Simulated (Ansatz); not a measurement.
Working through a single point from a YAML input of Eu3Ag, space group Pm-3m

Program: the Ansatz DFT code, driven from Python.

`input.yaml`
```yaml
crystal:
  lattice:
    - [5.103738, 0.0, 0.0]
    - [0.0, 5.103738, 0.0]
    - [0.0, 0.0, 5.103738]
  atoms:
    - { symbol: Eu, position: [0.0, 0.5, 0.5], spin: 4.9 }
    - { symbol: Eu, position: [0.5, 0.0, 0.5], spin: 4.9 }
    - { symbol: Eu, position: [0.5, 0.5, 0.0], spin: 4.9 }
    - { symbol: Ag, position: [0.0, 0.0, 0.0] }
magnetization:
  spin_polarized: true
kpoints:
  mp_grid: { kspacing: 0.3 }
hamiltonian:
  xc: lda
scf:
  occupations: { method: gaussian, width: 0.05 }
output:
  forces: true
  stress: true
  eigenvalues: true
```

Notebook, run cell by cell (the value of a cell's last expression is shown):

**Cell 1**
```python
import warnings

import ansatz as az
import numpy as np
import yaml
```

**Cell 2**
```python
warnings.simplefilter("ignore", az.DeckWarning)
```

**Cell 3**
```python
with open("input.yaml") as handle:
    tree = yaml.safe_load(handle)
print("sections:", list(tree))
outcome = az.Session.from_dict(tree).plan().execute()
data = outcome.report
```
Output:
```text
sections: ['crystal', 'magnetization', 'kpoints', 'hamiltonian', 'scf', 'output']
```

**Cell 4**
```python
{key: value for key, value in data.items() if isinstance(value, (int, float)) and "ev" in key}
```
Output:
```text
{'n_hpsi_unsolved_levels': 600,
 'gap_by_band_count_ev': -0.8171909048205688,
 'fermi_energy_ev': 10.64802907586092,
 'harris_foulkes_ev': -33155.07227464808,
 'scf_correction_max_component_ev_ang': 2.3830173178551397e-31,
 'free_energy_ev': -33155.07227464626,
 'internal_energy_ev': -33155.06811591223,
 'lagrangian_ev': -33155.07227464626,
 'energy_sigma0_ev': -33155.07019527925,
 'lagrangian_sigma0_ev': -33155.07019527925,
 'lagrangian_above_aufbau_ev': -0.0024647253291863076,
 'entropy_ts_ev': 0.004158734027597394,
 'loop_fermi_energy_ev': 10.64802907586092,
 'occupations_fermi_energy_ev': 10.64802907586092}
```

**Cell 5**
```python
[(site.symbol, site.position_frac.round(4).tolist()) for site in outcome.lattice.sites]
```
Output:
```text
[(<Element.EU: 'Eu'>, [0.0, 0.5, 0.5]), (<Element.EU: 'Eu'>, [0.5, 0.0, 0.5]),
 (<Element.EU: 'Eu'>, [0.5, 0.5, 0.0]), (<Element.AG: 'Ag'>, [0.0, 0.0, 0.0])]
```

**Cell 6**
```python
data["n_iterations"], data["closed_by"]
```
Output:
```text
(13, 'deck_thresholds')
```

**Cell 7**
```python
energy = data["free_energy_ev"]
print("Eu3Ag: {:.6f} eV = {:.6f} Ry = {:.6f} Ha".format(energy, energy / 13.605693, energy / 27.211386))
print("Fermi level {:.4f} eV, {} k-points, {} symmetry operations".format(data["fermi_energy_ev"], data["n_kpoints"], data["n_symmetry_ops"]))

sigma = data["stress_gpa"]
voigt = [sigma[0][0], sigma[1][1], sigma[2][2], sigma[1][2], sigma[0][2], sigma[0][1]]
print("stress xx yy zz yz xz xy (GPa, compression positive):", " ".join(f"{s:.3f}" for s in voigt))
print("P =", round(10 * float(np.mean(voigt[:3])), 2), "kbar")
```
Output:
```text
Eu3Ag: -33155.072275 eV = -2436.852888 Ry = -1218.426444 Ha
Fermi level 10.6480 eV, 10 k-points, 48 symmetry operations
stress xx yy zz yz xz xy (GPa, compression positive): -3.968 -3.968 -3.968 0.000 0.000 0.000
P = -39.68 kbar
```

**Cell 8**
```python
print(f"net moment {data['magnetization_mub']:.3f} muB, absolute {data['absolute_magnetization_mub']:.3f} muB")
for index, (site, m) in enumerate(zip(outcome.lattice.sites, data["site_moments_mub"])):
    print(f"  {index:2d} {site.symbol:2s} {m:7.3f}")
```
Output:
```text
net moment 22.295 muB, absolute 22.297 muB
   0 Eu   7.081
   1 Eu   7.081
   2 Eu   7.081
   3 Ag   0.095
```

**Cell 9**
```python
used = data["setup"]
print("cutoffs (eV):", used["ecut_ev"], used["ecutrho_ev"], " FFT grid:", used["fft_dense"])
print("cell volume {:.3f} A^3, {} symmetry operations".format(used["cell_volume_ang3"], used["n_sym_ops"]))
```
Output:
```text
cutoffs (eV): 420.0 1680.0  FFT grid: [36, 36, 36]
cell volume 132.943 A^3, 48 symmetry operations
```

What to keep in mind:
- Total energies depend on the potentials; only differences at equal settings carry meaning. A total without «per atom» is that of the cell as typed.
- Open f shells: without a Hubbard U, without spin-orbit coupling, without spin; the state reached hangs on the start and needn't be the lowest.
- Only differences from the Fermi energy are physical; the zero of the scale is a convention.
- A gap by band count of zero or less means overlapping bands, a metal.
- The structure comes from a database of computed cells and needn't be a stable or known phase.
- Gaps and levels are Kohn-Sham values on a finite set of k-points, without spin-orbit coupling.
- Run time: 15 s on 1 thread of Arm Neoverse V2, on a shared host, peak memory 0.55 GiB.

(Lines on the test bed's own set-up are left out of the output.)
